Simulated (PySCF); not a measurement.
# A gas-phase reaction: ClGeH4NO + FH → ClFGeH2O + H3N

What reaction energy should one expect for `[NH2][GeH]([OH])[Cl]` + `F` → `[OH][GeH]([F])[Cl]` + `N`?

Computed with PySCF 2.14.0; each step states its level. No surroundings beyond the atoms listed, unless a continuum is named. Atoms count from 0, parts from 1.

## (1) Starting point

Each species was relaxed by itself at PBE0-D3(BJ)/def2-SVPD.

## (2) Energies of the species: wB97M-D3(BJ)/def2-TZVPD

Job settings and geometry (Å):

```
{"job": {"kind": "react", "xc": "wB97M-D3(BJ)", "basis": "def2-TZVPD"}, "charge": 0, "multiplicity": 1}
-1 ClGeH4NO charge 0 multiplicity 1
N      1.024380     0.172180    -0.372520
Ge    -0.645520     0.456180     0.269930
O     -1.541940    -1.067680     0.208400
Cl    -1.468550     1.918120    -1.108020
H      1.501630     0.958080    -0.796320
H      1.657670    -0.403540     0.168610
H     -0.859680     0.968410     1.693510
H     -1.409250    -1.553540    -0.612200

-1 FH charge 0 multiplicity 1
F      0.457820    -0.008950     0.044780
H     -0.457820     0.008950    -0.044780

+1 ClFGeH2O charge 0 multiplicity 1
O     -1.287420    -0.438880     0.220060
Ge     0.332090     0.231060     0.209180
F      0.401090     1.483500    -0.998250
Cl     1.750780    -1.237940    -0.454690
H     -1.552710    -0.878760    -0.594380
H      0.661470     0.810890     1.573410

+1 H3N charge 0 multiplicity 1
N      0.006740     0.002200     0.284460
H     -0.553940    -0.762100    -0.080750
H     -0.380640     0.862900    -0.091060
H      0.939910    -0.099780    -0.103720
```

Method: wB97M-D3(BJ)/def2-TZVPD reaction energy of separated species, gas phase.

Started as:

```bash
OMP_NUM_THREADS=1 python cluster_run.py task.json out
```

This one command runs all jobs of the session in turn.

**Question.** The jobs that follow are: PBE0-D3(BJ)/def2-TZVPD reaction energy of separated species, gas phase. Predict: reaction energy (wB97M-D3(BJ)/def2-TZVPD); ΔH, ΔG at 298 K (xTB thermal terms). Thermal terms come from harmonic xTB runs on each species.

**Answer**, as computed:

```
                                                quantity                      value
               reaction energy (wB97M-D3(BJ)/def2-TZVPD)            -12.86 kcal/mol
                     ΔH, ΔG at 298 K (xTB thermal terms)      -11.8, -12.6 kcal/mol
range of the reaction energy over the runs of this table  -12.86 to -12.08 kcal/mol
```

The reaction is exothermic by 11.8 kcal/mol in the gas phase; dispersion gives +0.82, and xTB itself gave -22.82 for the electronic energy (xTB energies and thermal terms come from the earlier relaxation of each species, not shown). No barrier was sought. The reaction energy runs from -12.86 (wB97M-D3(BJ)/def2-TZVPD) to -12.08 kcal/mol (PBE0-D3(BJ)/def2-TZVPD).
